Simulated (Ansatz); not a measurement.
**GaH4− (triplet): the correlation ladder, aug-cc-pVDZ**

How much of the correlation energy of GaH4− (triplet) does each wave-function method recover here?

Computed with Ansatz 0.2.0, Gaussian basis. Level: aug-cc-pVDZ, core rule «outside noble gas», up to 14 orbitals frozen.

To be run: UHF; CCSD(T) on ROHF; CCSD(T) on UHF; BCCD(T) on ROHF; CISD; CCSDT(Q) on ROHF; CCSDT(Q) on UHF; CASSCF and MRCISD+Q, 8 electrons in 8 orbitals; CASSCF and NEVPT2, 8 electrons in 8 orbitals.

4 further runs of the same task are left out: 1 that didn't finish, 3 set aside as unsound or not needed.

## Step 1: The geometry

The geometry is a PBE0/def2-TZVPD stationary point (not a proven minimum) of the parent state, kept for this charge and spin. No spin-orbit coupling is included. The filled d shell of Ga may be among the frozen orbitals whatever the setting's name suggests; the logs give the count.

5 atoms, charge -1, spin multiplicity 3.

Atoms are counted from 1 here; the program's logs count them from 0.

Bond lengths: Ga1–H2 1.624 Å, Ga1–H3 1.624 Å, Ga1–H4 1.624 Å, Ga1–H5 1.624 Å. Angles: H2–Ga1–H3 109.5°, H2–Ga1–H4 109.5°, H2–Ga1–H5 109.5°, H3–Ga1–H4 109.5°, H3–Ga1–H5 109.5°, H4–Ga1–H5 109.5°.

## Step 2: UHF

The input, in.yaml:

```yaml
crystal:
  periodic: [false, false, false]
  atoms:
    - {symbol: Ga, position_ang: [0.000000, 0.000000, 0.000000]}
    - {symbol: H, position_ang: [0.935644, 0.943776, 0.933994]}
    - {symbol: H, position_ang: [-0.940211, -0.931611, 0.941590]}
    - {symbol: H, position_ang: [-0.935412, 0.931813, -0.946158]}
    - {symbol: H, position_ang: [0.939979, -0.943978, -0.929425]}
basis:
  gaussian: {orbitals: aug-cc-pVDZ}
total_charge: -1
magnetization: {spin_polarized: true, initial_magnetization: 2}
hamiltonian: {xc: hf}
output: {orbitals: {seedname: orbitals}}
```

On the command line:

```sh
$ ansatz run in.yaml --threads 1 --pin off --events-out ev --progress --plain --max-ram 4096MiB --backend cpu
```

After this run come: CCSD(T) on ROHF; CCSD(T) on UHF; BCCD(T) on ROHF; CISD; CCSDT(Q) on ROHF; CCSDT(Q) on UHF; CASSCF and MRCISD+Q, 8 electrons in 8 orbitals; CASSCF and NEVPT2, 8 electrons in 8 orbitals.

**Question.** What will the summary of the whole plan be? Wanted: UCCSDT(Q) below the RHF energy; RMP2 from UCCSDT(Q); UMP2 from UCCSDT(Q); RCCSD from UCCSDT(Q); RCCSD(T) from UCCSDT(Q); UCCSD(T) from UCCSDT(Q); RCCSDT(Q) from UCCSDT(Q); NEVPT2 valence from UCCSDT(Q); MRCISD+Q valence from UCCSDT(Q).

**Answer**, as computed:

| quantity | value |
| --- | --- |
| UCCSDT(Q) below the RHF energy | -3.4226 eV |
| RMP2 from UCCSDT(Q) | +21.40 kcal/mol |
| UMP2 from UCCSDT(Q) | +20.93 kcal/mol |
| RCCSD from UCCSDT(Q) | +2.67 kcal/mol |
| RCCSD(T) from UCCSDT(Q) | +0.89 kcal/mol |
| UCCSD(T) from UCCSDT(Q) | +0.82 kcal/mol |
| RCCSDT(Q) from UCCSDT(Q) | +0.08 kcal/mol |
| NEVPT2 valence from UCCSDT(Q) | +17.73 kcal/mol |
| MRCISD+Q valence from UCCSDT(Q) | +0.98 kcal/mol |
| levels within 1 kcal/mol (43 meV) | RCCSD(T), UCCSD(T), BCCD(T), RCCSDT, UCCSDT, RCCSDT(Q), MRCISD+Q valence |
| T1 diagnostic | 0.038 |
| effectively unpaired electrons | 2.02 |

RCCSD(T) misses by +0.89 kcal/mol, 1.1 % of the correlation energy. One determinant dominates. Of the multireference levels listed MRCISD+Q valence comes nearest in total energy (+0.98 kcal/mol), which doesn't show that its space is the better one. These misses are within one basis, not against nature; the frozen cores of restricted and unrestricted runs differ, which can shift their rows. The highest orbital lies above zero: the basis alone holds the extra electron.
